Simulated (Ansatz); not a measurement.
Crystal: HPbNO4.

```
CELL_PARAMETERS angstrom
4.12040 -0.00081 -0.01120
0.00404 6.42722 0.05360
0.02791 3.20707 7.74994
ATOMIC_POSITIONS crystal
H 0.90366 0.21821 0.48851
H 0.40337 0.78177 0.51142
Pb 0.39455 0.30863 0.70725
Pb 0.89489 0.69135 0.29266
N 0.63409 0.19990 0.20730
N 0.13386 0.80012 0.79275
O 0.90829 0.32866 0.54369
O 0.53792 0.39076 0.19497
O 0.53483 0.11279 0.10602
O 0.83718 0.08887 0.32672
O 0.40817 0.67132 0.45624
O 0.03774 0.60924 0.80520
O 0.03429 0.88737 0.89397
O 0.33716 0.91101 0.67330
```

The cell was built by a generator and needn't be a form met in nature.

- Program: Ansatz 0.2.0
- Task: relaxation of cell and atoms
- Functional: PBE
- Dispersion: D3(BJ)
- Potentials or basis: Ansatz PAW
- Cutoff: 420 eV (not typed: the program's choice for these potentials)
- k mesh: 5 × 4 × 3
- Occupations: fermi-dirac, width 0.05 eV
- Spin: no spin polarisation

At the start: volume 14.61 Å³/atom.

Question: How do energy, volume and symmetry change on relaxing?

Answer: It ends after 15 steps and the volume is 13.99 Å³/atom (-4.2 %); space group P2_1 (No. 4, to 0.05 Å).

The path:
| step | energy change (eV) | largest force (eV/Å) | volume (Å³) |
| --- | --- | --- | --- |
| 1 | 0.0000 | 0.2553 | 204.53 |
| 2 | -0.0527 | 0.2222 | 199.34 |
| 3 | -0.0607 | 0.1030 | 198.24 |
| 4 | -0.0655 | 0.0351 | 197.34 |
| 5 | -0.0642 | 0.0503 | 197.69 |
| 6 | -0.0659 | 0.0201 | 197.36 |
| 7 | -0.0659 | 0.0144 | 197.35 |
| 8 | -0.0661 | 0.0086 | 197.33 |
| 9 | -0.0427 | 0.0081 | 197.33 |
| 10 | -0.0480 | 0.0867 | 196.12 |
| 11 | -0.0482 | 0.0108 | 196.17 |
| 12 | -0.0482 | 0.0064 | 196.17 |
| 13 | -0.0438 | 0.0067 | 196.17 |
| 14 | -0.0449 | 0.0033 | 195.91 |
| 15 | -0.0439 | 0.0032 | 195.91 |

Final structure:
```cif
data_structure
_symmetry_space_group_name_H-M 'P 1'
_symmetry_Int_Tables_number 1
_cell_length_a 4.0369
_cell_length_b 6.3922
_cell_length_c 8.2771
_cell_angle_alpha 66.525
_cell_angle_beta 89.987
_cell_angle_gamma 89.996
_cell_volume 195.91
loop_
_atom_site_label
_atom_site_type_symbol
_atom_site_fract_x
_atom_site_fract_y
_atom_site_fract_z
_atom_site_occupancy
H1 H 0.92179 0.21764 0.48313 1
H2 H 0.42175 0.78235 0.51686 1
Pb1 Pb 0.42067 0.30294 0.71416 1
Pb2 Pb 0.92082 0.69704 0.28583 1
N1 N 0.61731 0.20782 0.20548 1
N2 N 0.11714 0.79219 0.79452 1
O1 O 0.93083 0.32649 0.54056 1
O2 O 0.51679 0.39970 0.19211 1
O3 O 0.50515 0.11548 0.10826 1
O4 O 0.83773 0.10148 0.32054 1
O5 O 0.43084 0.67350 0.45944 1
O6 O 0.01664 0.60030 0.80791 1
O7 O 0.00488 0.88455 0.89173 1
O8 O 0.33766 0.89851 0.67946 1
```

Caveat: the plane-wave basis is chosen anew once the cell has moved, so the energies of steps on either side of that aren't comparable; the pressure holds a Pulay correction of +0.6 GPa for the finite cutoff.
